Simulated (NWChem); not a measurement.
**the pair SiH2···BH2SF: a chain of runs**

We compute a single-point energy (singlet BSiH4SF, B97-D/def2-SVPD), then a single-point energy (singlet SiH2, B97-D/def2-SVPD), then a single-point energy (singlet BH2SF, B97-D/def2-SVPD), then a single-point energy (singlet SiH2, B97-D/def2-SVPD), then the energy (singlet BH2SF, B97-D/def2-SVPD) of BFH4SSi and its partners. 

The calculation is run with NWChem 7.3.0.

## (1) The molecule

BSiH4SF has 8 atoms, charge 0, and is taken as a singlet. The two molecules were placed rigidly side by side, at 0.9 times their contact distance; the pair isn't optimised.

Bond lengths: F4–B5 1.322 Å, B5–S6 1.794 Å, Si1–H2 1.525 Å, Si1–H3 1.525 Å, B5–H7 1.194 Å, S6–H8 1.342 Å. Angles: F4–B5–S6 117.9°, F4–B5–H7 119.5°, S6–B5–H7 122.6°, B5–S6–H8 94.9°, H2–Si1–H3 91.2°.

## (2) A single-point energy at B97-D/def2-SVPD (run 1)

Input file input.nw:

```
start input
title "BFH4SSi energy"
memory stack 880 mb heap 220 mb global 1100 mb
geometry units angstroms noautosym nocenter noautoz
Si    -0.491200     0.468600    -0.213600
H      0.840300     0.578600     0.522500
H     -0.349100    -1.047200    -0.308900
F      2.636550    -2.229600     0.340830
B      1.746050    -3.137580    -0.020110
S      2.337470    -4.603050    -0.869960
H      0.591390    -2.959400     0.225750
H      1.122460    -5.156690    -1.001030
end
basis spherical bse
* library def2-SVPD
end
dft
xc becke97-d
mult 1
grid fine
convergence energy 1e-08
maxiter 100
mulliken
print low
end
task dft energy
```

Command:

```sh
$ nwchem input.nw > input.out
```

Output:

```text
[...]
 d= 0,ls=0.0,diis     1   -814.3464501020 -9.68D+02  1.17D-02  5.32D-01     4.6
[...]
 d= 0,ls=0.0,diis    10   -814.4189843785 -6.17D-09  4.82D-07  3.47D-09    35.9
         Total DFT energy =     -814.418984378464
      One electron energy =    -1430.732892154817
           Coulomb energy =      525.456039176874
    Exchange-Corr. energy =      -62.487723406348
 Nuclear repulsion energy =      153.350552947907
    Dispersion correction =       -0.004960942080
[...]
      Total Density - Mulliken Population Analysis
     ---------------------------------------------
    Atom       Charge   Shell Charges
 -----------   ------   -------------------------------------------------------
    1 Si  14    14.16   2.00  1.98  1.35  0.54  0.08  5.93  0.99  1.18  0.07  0.04
    2 H    1     0.92   0.75  0.15  0.01  0.00
    3 H    1     0.93   0.75  0.16  0.01 -0.00
    4 F    9     9.38   1.99  1.15  0.72  0.21  3.38  1.79  0.13  0.01  0.01
    5 B    5     4.74   1.98  0.85  0.07 -0.02  1.53  0.17  0.14  0.03
    6 S   16    16.42   2.00  1.98  1.30  0.50  0.04  5.93  1.86  2.52  0.18  0.05  0.05
    7 H    1     0.73   0.78 -0.07  0.01  0.01
    8 H    1     0.73   0.72 -0.07  0.03  0.05
[...]
```

Run time: 37 s. Hardware: 1 thread of Intel Xeon Platinum 8488C (Sapphire Rapids), shared host; peak memory 0.12 GiB.

## (3) SiH2: the energy at B97-D/def2-SVPD (run 2)

Input file h2si.nw:

```
start h2si
memory total 2200 mb
charge 0

geometry units angstrom noautosym nocenter noautoz
 Si      -0.491200       0.468600      -0.213600
 H        0.840300       0.578600       0.522500
 H       -0.349100      -1.047200      -0.308900
end

basis spherical bse
 * library def2-SVPD
end

dft
 xc becke97-d
 grid fine
 convergence energy 1e-08
 iterations 100
 mulliken
 print low
end

task dft
```

Command:

```sh
$ nwchem h2si.nw > h2si.out
```

Output:

```text
[...]
 d= 0,ls=0.0,diis     1   -290.5020605302 -3.00D+02  1.29D-02  5.84D-02     0.6
[...]
 d= 0,ls=0.0,diis     7   -290.5122755448 -2.32D-10  1.22D-07  2.61D-11     3.1
         Total DFT energy =     -290.512275544774
      One electron energy =     -421.691261279216
           Coulomb energy =      142.793578965001
    Exchange-Corr. energy =      -21.570295157319
 Nuclear repulsion energy =        9.956246757726
    Dispersion correction =       -0.000544830967
[...]
      Total Density - Mulliken Population Analysis
     ---------------------------------------------
    Atom       Charge   Shell Charges
 -----------   ------   -------------------------------------------------------
    1 Si  14    14.15   2.00  1.99  1.34  0.47  0.07  5.93  0.99  1.25  0.07  0.05
    2 H    1     0.93   0.75  0.15  0.01  0.01
    3 H    1     0.93   0.75  0.15  0.01  0.01
[...]
```

It took 3.9 s on 1 thread of Intel Xeon Platinum 8488C (Sapphire Rapids), shared host; peak memory 0.11 GiB.

## (4) BH2SF: the energy at B97-D/def2-SVPD (run 3)

Input file bfh2s.nw:

```
start bfh2s
title "BFH2S"
memory 2200 mb
charge 0

geometry units angstroms noautosym nocenter noautoz
  F        2.636550      -2.229600       0.340830
  B        1.746050      -3.137580      -0.020110
  S        2.337470      -4.603050      -0.869960
  H        0.591390      -2.959400       0.225750
  H        1.122460      -5.156690      -1.001030
end

basis spherical bse
  * library def2-SVPD
end

dft
  xc becke97-d
  grid fine
  convergence energy 1e-08
  iterations 100
  mulliken
  noprint "final vectors analysis"
end

task dft energy
```

Command:

```sh
$ nwchem bfh2s.nw > bfh2s.out
```

Output:

```text
[...]
          Wavefunction type:  closed shell.
          No. of atoms     :     5
          No. of electrons :    32
[...]
          Charge           :     0
          Spin multiplicity:     1
[...]
          AO basis - number of functions:    86
[...]
              XC Information
              --------------
                   Becke 97-D Method XC Functional
                  Becke 1997-D Exchange Functional  1.000
                Becke 1997-D Correlation Potential  1.000
[...]
 d= 0,ls=0.0,diis     1   -523.8437053922 -6.10D+02  1.55D-02  4.73D-01     1.5
[...]
 d= 0,ls=0.0,diis    10   -523.9063507481 -2.05D-09  4.37D-07  2.27D-09    12.7
         Total DFT energy =     -523.906350748055
      One electron energy =     -895.445427892232
           Coulomb energy =      325.819918655236
    Exchange-Corr. energy =      -40.914367489462
 Nuclear repulsion energy =       86.635526488397
    Dispersion correction =       -0.002000509994
[...]
      Total Density - Mulliken Population Analysis
     ---------------------------------------------
    Atom       Charge   Shell Charges
 -----------   ------   -------------------------------------------------------
    1 F    9     9.36   1.99  1.15  0.72  0.20  3.38  1.79  0.13  0.01  0.01
    2 B    5     4.78   1.98  0.84  0.08 -0.03  1.53  0.21  0.14  0.02
    3 S   16    16.39   2.00  1.98  1.30  0.51  0.04  5.93  1.86  2.50  0.18  0.05  0.05
    4 H    1     0.73   0.78 -0.07  0.01  0.00
    5 H    1     0.74   0.72 -0.05  0.03  0.04
[...]
```

It took 14 s on 1 thread of Intel Xeon Platinum 8488C (Sapphire Rapids), shared host; peak memory 0.11 GiB.

## (5) SiH2 among ghost functions: the energy at B97-D/def2-SVPD (with ghost functions) (run 4)

Input file struct.nw:

```
start struct
memory stack 880 mb heap 220 mb global 1100 mb

geometry units au noautosym nocenter noautoz
   Si  -0.92823347   0.88552566  -0.40364550
   H    1.58793686   1.09339554   0.98738190
   H   -0.65970339  -1.97892120  -0.58373640
   bqF      4.982357    -4.213333     0.644075
   bqB      3.299556    -5.929167    -0.038002
   bqS      4.417178    -8.698504    -1.643986
   bqH      1.117565    -5.592455     0.426606
   bqH      2.121142    -9.744732    -1.891673
end

basis spherical bse
   Si library def2-SVPD
   H library def2-SVPD
   bqF library F def2-SVPD
   bqB library B def2-SVPD
   bqS library S def2-SVPD
   bqH library H def2-SVPD
end

dft
   xc becke97-d
   grid fine
   convergence energy 1e-08
   maxiter 100
   mulliken
   print low
end

task dft energy
```

Command:

```sh
$ nwchem struct.nw > struct.out
```

Output:

```text
[...]
 d= 0,ls=0.0,diis     1   -290.5024211020 -3.00D+02  4.78D-03  6.03D-02     3.7
[...]
 d= 0,ls=0.0,diis     7   -290.5127762092 -4.01D-09  1.26D-06  7.54D-09    25.4
         Total DFT energy =     -290.512776209250
      One electron energy =     -421.673650273533
           Coulomb energy =      142.773065081766
    Exchange-Corr. energy =      -21.567892233981
 Nuclear repulsion energy =        9.956246047361
    Dispersion correction =       -0.000544830862
[...]
      Total Density - Mulliken Population Analysis
     ---------------------------------------------
    Atom       Charge   Shell Charges
 -----------   ------   -------------------------------------------------------
    1 Si  14    14.16   2.00  1.98  1.35  0.54  0.07  5.93  0.99  1.18  0.07  0.04
    2 H    1     0.92   0.75  0.16  0.01  0.00
    3 H    1     0.89   0.75  0.16  0.01 -0.02
    4 X    0    -0.00   0.00 -0.00  0.00 -0.01  0.00  0.00  0.00  0.00 -0.00
    5 X    0     0.03  -0.00 -0.00 -0.00  0.03  0.00 -0.00  0.00  0.01
    6 X    0    -0.01  -0.00 -0.00  0.00 -0.00 -0.00 -0.00  0.00 -0.00 -0.00 -0.00  0.00
    7 X    0    -0.01   0.00 -0.00  0.00 -0.01
    8 X    0     0.00  -0.00  0.00  0.00 -0.00
[...]
```

Run time: 26 s. Hardware: 1 thread of Intel Xeon Platinum 8488C (Sapphire Rapids), shared host; peak memory 0.12 GiB.

## (6) BH2SF among ghost functions: a single-point energy at B97-D/def2-SVPD (with ghost functions) (run 5)

Input file bfh2s.nw:

```
echo
start bfh2s
memory stack 880 mb heap 220 mb global 1100 mb
charge 0
geometry units angstroms noautosym nocenter noautoz
  F        2.636550      -2.229600       0.340830
  B        1.746050      -3.137580      -0.020110
  S        2.337470      -4.603050      -0.869960
  H        0.591390      -2.959400       0.225750
  H        1.122460      -5.156690      -1.001030
  bqSi    -0.491200     0.468600    -0.213600
  bqH      0.840300     0.578600     0.522500
  bqH     -0.349100    -1.047200    -0.308900
end
basis "ao basis" spherical bse
  F library def2-SVPD
  B library def2-SVPD
  S library def2-SVPD
  H library def2-SVPD
  bqSi library Si def2-SVPD
  bqH library H def2-SVPD
end
dft
  xc becke97-d
  grid fine
  convergence energy 1e-08
  iterations 100
  mulliken
  print low
end
task dft
```

Command:

```sh
$ nwchem bfh2s.nw > bfh2s.out
```

Output:

```text
[...]
 d= 0,ls=0.0,diis     1   -523.8440123187 -6.10D+02  1.08D-02  4.74D-01     3.8
[...]
 d= 0,ls=0.0,diis    10   -523.9066669057 -2.05D-09  3.09D-07  2.28D-09    34.8
         Total DFT energy =     -523.906666905659
      One electron energy =     -895.445947337318
           Coulomb energy =      325.819841599468
    Exchange-Corr. energy =      -40.914087146212
 Nuclear repulsion energy =       86.635526488397
    Dispersion correction =       -0.002000509994
[...]
      Total Density - Mulliken Population Analysis
     ---------------------------------------------
    Atom       Charge   Shell Charges
 -----------   ------   -------------------------------------------------------
    1 F    9     9.38   1.99  1.15  0.72  0.21  3.38  1.79  0.13  0.01  0.01
    2 B    5     4.74   1.98  0.85  0.07 -0.04  1.53  0.18  0.14  0.02
    3 S   16    16.41   2.00  1.98  1.30  0.50  0.04  5.93  1.86  2.52  0.18  0.05  0.05
    4 H    1     0.72   0.78 -0.08  0.01  0.01
    5 H    1     0.73   0.72 -0.07  0.03  0.05
    6 X    0    -0.00  -0.00 -0.00  0.00  0.00 -0.00 -0.00  0.00 -0.00 -0.00 -0.00
    7 X    0     0.00   0.00  0.00 -0.00  0.00
    8 X    0     0.01  -0.00  0.00 -0.00  0.01
[...]
```

Run time: 35 s. Hardware: 1 thread of Intel Xeon Platinum 8488C (Sapphire Rapids), shared host; peak memory 0.12 GiB.

## (7) What came out

| quantity | value |
| --- | --- |
| run 1, B97-D/def2-SVPD: total energy | -814.41898 Eh |
| run 1, B97-D/def2-SVPD: dispersion energy | -13.02 kJ/mol |
| SiH2: total energy | -290.51228 Eh |
| SiH2: dispersion energy | -1.43 kJ/mol |
| BH2SF: total energy | -523.90635 Eh |
| BH2SF: dipole moment | 1.50 D |
| BH2SF: dispersion energy | -5.25 kJ/mol |
| SiH2 among ghost functions: total energy | -290.51278 Eh |
| SiH2 among ghost functions: dispersion energy | -1.43 kJ/mol |
| BH2SF among ghost functions: total energy | -523.90667 Eh |
| BH2SF among ghost functions: dispersion energy | -5.25 kJ/mol |
| interaction energy of the rigid parts SiH2 and BH2SF (parts in their own basis; closest atoms 2.20 Å apart) | -0.010 eV |
| interaction energy of the rigid parts SiH2 and BH2SF (parts in the whole basis, counterpoise; closest atoms 2.20 Å apart) | 0.012 eV |

In words: The interaction energy of the rigid parts SiH2 and BH2SF (parts in their own basis; closest atoms 2.20 Å apart) is −0.01 eV (−0.2 kcal/mol). Without counterpoise this holds the superposition error of the basis. The interaction energy of the rigid parts SiH2 and BH2SF (parts in the whole basis, counterpoise; closest atoms 2.20 Å apart) is 0.01 eV (0.3 kcal/mol). The basis-set superposition error is 2.1 kJ/mol. It is larger than the uncorrected attraction, which is thus an artefact of the basis. Mulliken charges (SiH2) run from -0.15 on Si1 to +0.07 on H2; in a basis this large or diffuse they mean little.
